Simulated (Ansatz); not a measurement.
# Te3W: the cost of one run

Program: Ansatz 0.2.0. Level of theory: DFT PBEsol, scalar-relativistic, plane waves, PAW. These are calculated values, not measurements.

1 further run of the same task is left out (set aside as unsound or not needed).

## (1) The structure to begin with

The structure is cubic, space group Pm-3m (No. 221). The conventional cell has a = 5.299 Å, b = 5.299 Å, c = 5.299 Å, α = 90.00°, β = 90.00°, γ = 90.00°. Around Te (site symmetry 4/mmm) lie 2 W at 2.65 Å. W (site symmetry m-3m) is surrounded by 6 Te at 2.65 Å.

As a file:

```cif
data_structure
_symmetry_space_group_name_H-M 'P 1'
_symmetry_Int_Tables_number 1
_cell_length_a 5.2985
_cell_length_b 5.2985
_cell_length_c 5.2985
_cell_angle_alpha 90.000
_cell_angle_beta 90.000
_cell_angle_gamma 90.000
_cell_volume 148.75
loop_
_atom_site_label
_atom_site_type_symbol
_atom_site_fract_x
_atom_site_fract_y
_atom_site_fract_z
_atom_site_occupancy
Te1 Te 0.00000 0.00000 0.50000 1
Te2 Te 0.00000 0.50000 0.00000 1
Te3 Te 0.50000 0.00000 0.00000 1
W1 W 0.00000 0.00000 0.00000 1
```

This is a trial structure built by rule; it need not be a known or stable form of this composition.

It is the result of an earlier relaxation at this level (volume 37.19 Å³/atom; gap on the mesh: none (metal)).

It is a trial structure (swap of O by Te in WO3), so another structure or a mixture of phases may lie lower.

## (2) The cell under 2 GPa

What is minimised here is the enthalpy; the energy can go up as the cell is squeezed.

File input.yaml:

```yaml
crystal:
  lattice:
    - [5.2985164979, 0.0, 0.0]
    - [0.0, 5.2985164979, 0.0]
    - [0.0, 0.0, 5.2985164979]
  atoms:
    - { symbol: Te, position: [0.0, 0.0, 0.5] }
    - { symbol: Te, position: [0.0, 0.5, 0.0] }
    - { symbol: Te, position: [0.5, 0.0, 0.0] }
    - { symbol: W, position: [0.0, 0.0, 0.0] }
basis:
  ecutwfc: 420
kpoints:
  mp_grid: { grid: [8, 8, 8] }
hamiltonian:
  xc: pbesol
scf:
  occupations: { method: fermi_dirac, width: 0.15 }
output:
  forces: true
  stress: true
  eigenvalues: true
  write_density: true
  write_potential: true
  elf: true
  volumetric_format: npy
relax:
  adjacent_minimum: "off"
  f_tol: 0.001
  max_steps: 60
  cell: { stress_tol: 0.02, p_target: 2.0 }
```

On the command line:

```sh
$ ansatz run input.yaml --threads 2 --pin off --max-ram 6144MiB --backend cpu --events-out ev --progress --plain --runs-dir out
```

What time and memory should one allow on 2 threads of Intel Xeon at 2.50GHz (Skylake/Cascade Lake), shared host?

About 68 s, with a peak of 0.55 GiB.
